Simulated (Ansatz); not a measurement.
**Sc2AlN3: properties of a relaxed candidate**

Aim: for this structure of Sc2AlN3, compute bands, density of states and charges.

Method: DFT PBE, scalar-relativistic, plane waves, PAW, in Ansatz 0.2.0.

1 further run of the same task is left out (set aside as unsound or not needed).

### 1 The starting structure

The structure is tetragonal, space group I4/mmm (No. 139). The conventional cell has a = 4.221 Å, b = 4.221 Å, c = 8.469 Å, α = 90.00°, β = 90.00°, γ = 90.00°. Around Sc (site symmetry -4m2) lie 2 N at 2.12 Å. Al (site symmetry 4/mmm) has 4 N at 2.11 Å as nearest neighbours. Around N (site symmetry mmm) lie 2 Al at 2.11 Å and 2 N at 2.11 Å and 2 Sc at 2.12 Å. Around N (site symmetry 4/mmm) lie 4 N at 2.11 Å.

Structure file:

```
Sc Al N
1.0
    -2.11048    2.11048    4.23437
     2.11048   -2.11048    4.23437
     2.11048    2.11048   -4.23437
Sc Al N
2 1 3
Direct
  0.75000 0.25000 0.50000
  0.25000 0.75000 0.50000
  0.50000 0.50000 0.00000
  0.50000 0.00000 0.50000
  0.00000 0.50000 0.50000
  0.00000 0.00000 0.00000
```

The cell was relaxed beforehand at this level, from a generated guess; it is a trial structure. At a tolerance of 0.05 Å it has space group I4/mmm (No. 139); it has 12.57 Å³/atom, an uncorrected energy of +0.30 eV/atom over the elements.

### 2 Bands, states and charges

input.yaml reads:

```yaml
crystal:
  lattice:
    - [-2.1104798874, 2.1104798874, 4.2343740415]
    - [2.1104798874, -2.1104798874, 4.2343740415]
    - [2.1104798874, 2.1104798874, -4.2343740415]
  atoms:
    - { symbol: Sc, position: [0.75, 0.25, 0.5] }
    - { symbol: Sc, position: [0.25, 0.75, 0.5] }
    - { symbol: Al, position: [0.5, 0.5, 0.0] }
    - { symbol: "N", position: [0.5, 0.0, 0.5] }
    - { symbol: "N", position: [0.0, 0.5, 0.5] }
    - { symbol: "N", position: [0.0, 0.0, 0.0] }
basis:
  ecutwfc: 420
kpoints:
  mp_grid: { grid: [12, 12, 12] }
  band_path:
    path:
      - [[0.0, 0.0, 0.0], [0.0, 0.0, 0.5], [0.25, 0.25, 0.25], [0.0, 0.5, 0.0], [0.0, 0.0, 0.0], [0.5, 0.5, -0.5], [0.31210463, 0.68789537, -0.31210463]]
      - [[-0.31210463, 0.31210463, 0.31210463], [0.0, 0.0, 0.0]]
      - [[0.0, 0.0, 0.5], [-0.12420927, 0.12420927, 0.5]]
      - [[0.5, 0.5, -0.12420927], [0.5, 0.5, -0.5]]
    npoints: 14
hamiltonian:
  xc: pbe
scf:
  occupations: { method: gaussian, width: 0.1 }
  n_extra_bands: 15
output:
  forces: true
  stress: true
  eigenvalues: true
  populations: true
  dos: { projected: true, de: 0.02, nscf_kmesh: { grid: [15, 15, 15] } }
  bader: true
  write_density: true
  write_potential: true
  elf: true
  volumetric_format: npy
```

The run is started by

```
> ansatz run input.yaml --threads 1 --pin off --max-ram 2560MiB --backend cpu --events-out ev --progress --plain --runs-dir out
```

Q: Predict the outcome of this session. Wanted: gap; states at the Fermi level; Bader charges.

As calculated:

```
                 quantity                                   value
                      gap                            none (metal)
states at the Fermi level                    3.85 per eV per cell
            Bader charges  Sc +1.32, Al +1.02, N -1.54 to -0.57 e
```

What this shows: Bands cross the Fermi level: a metal at this level of theory. Of the projected weight within 0.25 eV of the Fermi level, the largest part is Sc 3d (60 %) and N 2p (29 %). Bader charges reach 1.5 e, so charge transfer in this metal is strong.
